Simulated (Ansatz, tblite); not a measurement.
# Zr2(Cl)8: rung by rung

One table from this session's results is given with a row withheld; the runs are named, their logs left out.

Computed with Ansatz 0.2.0, Gaussian basis. Level: as each input shows.

Levels to be run: GFN1-xTB, GFN2-xTB, PBE-D4/def2-TZVP, r2SCAN-D4/def2-TZVP, B3LYP-D4/def2-TZVP, BLYP-D4/def2-TZVP, BHLYP-D4/def2-TZVP, PBE-D4/def2-SVP, PBE0-D4/def2-SVP, CCSD(T)/def2-TZVP, RPA/def2-TZVP.

1 further run of the same task is left out (set aside as unsound or not needed).

## The geometry

The singlet was relaxed beforehand with r2SCAN-D4/def2-SVP.

10 atoms, charge 0, spin multiplicity 1.

Bond lengths: Zr1–Cl2 2.317 Å, Zr1–Cl3 2.339 Å, Zr1–Cl4 2.328 Å, Zr1–Cl5 2.573 Å, Zr1–Cl7 3.160 Å, Zr1–Cl10 2.781 Å, Cl5–Zr6 2.652 Å, Zr6–Cl7 2.374 Å, Zr6–Cl8 2.339 Å, Zr6–Cl9 2.332 Å, Zr6–Cl10 2.476 Å. Angles: Cl2–Zr1–Cl3 104.2°, Cl2–Zr1–Cl4 103.6°, Cl2–Zr1–Cl5 100.2°, Cl2–Zr1–Cl7 167.0°, Cl2–Zr1–Cl10 94.3°, Cl3–Zr1–Cl4 101.3°, Cl3–Zr1–Cl5 148.0°, Cl3–Zr1–Cl7 81.5°, Cl3–Zr1–Cl10 84.8°, Cl4–Zr1–Cl5 92.5°, Cl4–Zr1–Cl7 86.3°, Cl4–Zr1–Cl10 158.8°, Cl5–Zr1–Cl7 70.7°, Cl5–Zr1–Cl10 73.0°, Cl7–Zr1–Cl10 74.4°, Zr1–Cl5–Zr6 88.0°, Cl5–Zr6–Cl7 83.4°, Cl5–Zr6–Cl8 86.0° and more.

Zr takes a core potential in the def2 sets. No spin-orbit coupling is included.

PBE0-D4/def2-TZVP was run before; its log isn't repeated, and its numbers join the tables.

Set-up of the first run:

Tight binding, by tblite at 300 K electronic temperature and without a spin-polarisation term:

```python
tblite.interface.Calculator('GFN1-xTB', numbers, positions, charge=0, uhf=0).singlepoint()
```

Tight binding, by tblite at 300 K electronic temperature and without a spin-polarisation term:

```python
tblite.interface.Calculator('GFN2-xTB', numbers, positions, charge=0, uhf=0).singlepoint()
```

start.molden holds the orbitals of an earlier run on this state, given as this run's starting guess.

The input, in.yaml:

```yaml
crystal:
  periodic: [false, false, false]
  atoms:
    - {symbol: Zr, position_ang: [-1.086006, -0.498972, -1.246836]}
    - {symbol: Cl, position_ang: [-3.343840, -0.026976, -1.469389]}
    - {symbol: Cl, position_ang: [-0.093435, 0.558831, -3.081793]}
    - {symbol: Cl, position_ang: [-0.928728, -2.736149, -1.869808]}
    - {symbol: Cl, position_ang: [-0.985075, -1.070774, 1.259366]}
    - {symbol: Zr, position_ang: [1.102893, 0.552676, 1.450928]}
    - {symbol: Cl, position_ang: [1.933882, -0.748701, -0.352109]}
    - {symbol: Cl, position_ang: [1.288639, -0.211790, 3.653645]}
    - {symbol: Cl, position_ang: [2.621476, 2.319067, 1.551447]}
    - {symbol: Cl, position_ang: [-0.509816, 1.862767, 0.104560]}
basis:
  gaussian: {orbitals: def2-TZVP, initial_orbitals: start.molden}
hamiltonian: {xc: pbe, dispersion: d4}
scf: {omitted_lower_state_checks: [starts]}
output: {orbitals: {seedname: orbitals}}
```

Run with:

```bash
ansatz run in.yaml --threads 2 --pin off --events-out ev --progress --plain --max-ram 32768MiB --backend cuda --devices 0, --max-vram 18GiB
```

Among the steps run: PBE-D4/def2-TZVP; r2SCAN-D4/def2-TZVP; B3LYP-D4/def2-TZVP; BLYP-D4/def2-TZVP; BHLYP-D4/def2-TZVP; PBE-D4/def2-SVP; PBE0-D4/def2-SVP; CCSD(T)/def2-TZVP; RPA/def2-TZVP.

One table of the session follows, with a row left open; its other results are not shown here.

It belongs to the step «Binding energy». 

| method | binding an atom (eV) |
| --- | --- |
| HF/def2-TZVP | 3.057 |
| BLYP-D4/def2-TZVP | 4.091 |
| B3LYP-D4/def2-TZVP | ? |
| PBE0-D4/def2-SVP | 4.238 |
| PBE0-D4/def2-TZVP | 4.150 |
| BHLYP-D4/def2-TZVP | 3.910 |
| MP2/def2-TZVP | 4.251 |
| CCSD/def2-TZVP | 3.883 |
| CCSD(T)/def2-TZVP | 4.010 |

Estimate the missing values for B3LYP-D4/def2-TZVP.

Worked estimate for «binding an atom (eV)». Against the share of exact exchange, BLYP-D4/def2-TZVP (0, 4.091), BHLYP-D4/def2-TZVP (0.5, 3.910) give a slope of -0.362 per unit share; at 0.2 the line stands at 4.019.

The run gave: binding an atom (eV): 4.048. In «binding an atom (eV)» the line misses by -0.029.

To keep in mind: Free atoms were run apart at each level; binding is atoms less cluster, divided by the number of atoms, without zero-point or spin-orbit terms.
